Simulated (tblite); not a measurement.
# C2H10SSi2: the cost of one run

Computed with tblite 0.8.0 and PySCF 2.14.0, with density-fitted response routines of our own, on a single molecule in the gas phase. Atoms count from 0, in the outputs and in this text.

## 1. Starting geometry

15 atoms, charge 0, multiplicity 1; geometry from: force field or distance geometry start.

Bonds of the start (Å): C0–Si1 1.85, Si1–S2 2.16, S2–C3 1.81, C3–Si4 1.87, C0–H5 1.12, C0–H6 1.11, C0–H7 1.11, Si1–H8 1.47, Si1–H9 1.46, C3–H10 1.11, C3–H11 1.13, Si4–H12 1.46, Si4–H13 1.47, Si4–H14 1.47.

## 2. Optimising the geometry with GFN2-xTB

Job settings and geometry (Å):

```
{"job": {"kind": "relax", "xc": "GFN2-xTB", "basis": "xTB"}, "charge": 0, "multiplicity": 1}
C     -2.934600     0.196300    -0.145200
Si    -1.098000     0.285800     0.092400
S     -0.023600    -0.810700    -1.425700
C      1.626100    -1.100700    -0.748300
Si     2.363900     0.441900     0.002700
H     -3.429400     0.576500     0.788900
H     -3.294400     0.833800    -0.977200
H     -3.212900    -0.868000    -0.250400
H     -0.808000    -0.375700     1.376900
H     -0.631800     1.662900     0.030900
H      2.324200    -1.528700    -1.496500
H      1.462600    -1.821700     0.112200
H      2.015300     1.552800    -0.881500
H      3.810500     0.238700     0.147100
H      1.825500     0.724600     1.340400
```

Launch:

```console
> OMP_NUM_THREADS=1 python probes_run.py task.json out
```

One launch serves the whole session: the jobs run in the order shown.

Q: Estimate the wall time and peak memory of this first job on 1 thread of Arm Neoverse N1, shared host.

About 1.7 s, with a peak of 0.18 GiB.
